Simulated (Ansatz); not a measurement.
# CHBO2: ladder of methods at one geometry, by script

Aim: a ladder of methods at one geometry, for CHBO2, run from a script. SMILES: O=C1BO1.

Computed with Ansatz 0.2.0, driven from Python. The levels of theory stand in the script.

**1. The system**

Bond lengths: O1–C2 1.259 Å, C2–B3 1.488 Å, C2–O4 1.471 Å, B3–O4 1.473 Å, B3–H5 1.178 Å. Angles: O1–C2–B3 151.6°, O1–C2–O4 148.4°, B3–C2–O4 59.7°, C2–B3–O4 59.6°, C2–B3–H5 152.1°, O4–B3–H5 147.8°, C2–O4–B3 60.7°.

No structure file is read: the coordinates are typed or built in the script.

**2. The code**

Input file run_methods.py:

```python
"""One geometry of CHBO2, method by method."""

import warnings

import ansatz as az

warnings.simplefilter("ignore", az.DeckWarning)

geometry_ang = [
    ("O", [-0.743, -0.9169, 1.5362]),
    ("C", [-0.2458, -0.5274, 0.4466]),
    ("B", [0.1995, 0.5505, -0.478]),
    ("O", [0.4579, -0.8636, -0.801]),
    ("H", [0.3814, 1.6837, -0.7451]),
]
system = az.Crystal.molecule()
for symbol, xyz in geometry_ang:
    system = system.atom(symbol, xyz)

setup = system.calculation().basis(gaussian="def2-SVP")

methods = ["mp2", "ccsd", "ccsd_t"]
reports = [setup.correlation(m).run(threads=1).report for m in methods]
print(f"Hartree-Fock reference {reports[0]['reference_energy_ev'] / 27.211386246:.6f} Ha")
best = reports[-1]["free_energy_ev"] - reports[-1]["reference_energy_ev"]
for method, each in zip(methods, reports):
    gained = each["free_energy_ev"] - each["reference_energy_ev"]
    print(f"{method:8s} total {each['free_energy_ev'] / 27.211386246:.6f} Ha  correlation {gained:9.4f} eV  ({100 * gained / best:.1f} % of the last)")
```

**3. The calls as engine input**

The package turns the script's settings into the engine's input (first run):

```yaml
crystal:
  periodic: [false, false, false]
  atoms:
    - { symbol: O, position_ang: [-0.743, -0.9169, 1.5362] }
    - { symbol: C, position_ang: [-0.2458, -0.5274, 0.4466] }
    - { symbol: B, position_ang: [0.1995, 0.5505, -0.478] }
    - { symbol: O, position_ang: [0.4579, -0.8636, -0.801] }
    - { symbol: H, position_ang: [0.3814, 1.6837, -0.7451] }
basis:
  gaussian:
    orbitals: def2-SVP
correlation:
  method: mp2
```

**4. The run**

Run with:

```console
python run_methods.py
```

Output:

```text
Hartree-Fock reference -212.616455 Ha
mp2      total -213.203832 Ha  correlation  -15.9833 eV  (95.0 % of the last)
ccsd     total -213.209516 Ha  correlation  -16.1380 eV  (95.9 % of the last)
ccsd_t   total -213.234590 Ha  correlation  -16.8203 eV  (100.0 % of the last)
```

Run time: 7.6 s. Hardware: 1 thread of Intel Xeon Platinum 8488C (Sapphire Rapids), shared host; peak memory 0.22 GiB.

**5. Inputs of later runs**

The engine's inputs for the other runs:

Run 2, against run 1:

```diff
@@ -13 +13 @@
-  method: mp2
+  method: ccsd
```

Run 3, against run 1:

```diff
@@ -13 +13 @@
-  method: mp2
+  method: ccsd_t
```

Lines on the test bed's own set-up are left out of the output.

**6. The engine's runs**

One row for each of the 3 runs:

```tsv
run	method	energy (eV)	iterations in all	CPU time (s)
1	mp2	-5801.5718	13	0.78
2	ccsd	-5801.7265	41	2.6
3	ccsd_t	-5802.4088	41	3.2
```

Correlation energies (total less mean field):

```tsv
method	correlation (eV)	share of the last	miss against the last (eV)	CPU time (s)
mp2	-15.983	95.0 %	+0.837	0.78
ccsd	-16.138	95.9 %	+0.682	2.6
ccsd_t	-16.820	100.0 %	+0.000	3.2
```

**7. Outcome**

| quantity | value |
| --- | --- |
| runs compared | 3 |
| correlation energy, last run | -16.820 eV |

**Reading.** mp2 catches 95 % of the correlation energy of ccsd_t. In CPU time, run 3 (ccsd_t) cost about 4.1 times as much as run 1 (mp2). Caveats:
- The geometry is a force-field or estimated start, not a minimum of this method, and the basis set is short of its limit. A lower total doesn't mark the better method: functionals have no common bound, and MP2 and coupled cluster aren't variational.
- Inner cores stay frozen, so this is valence correlation.
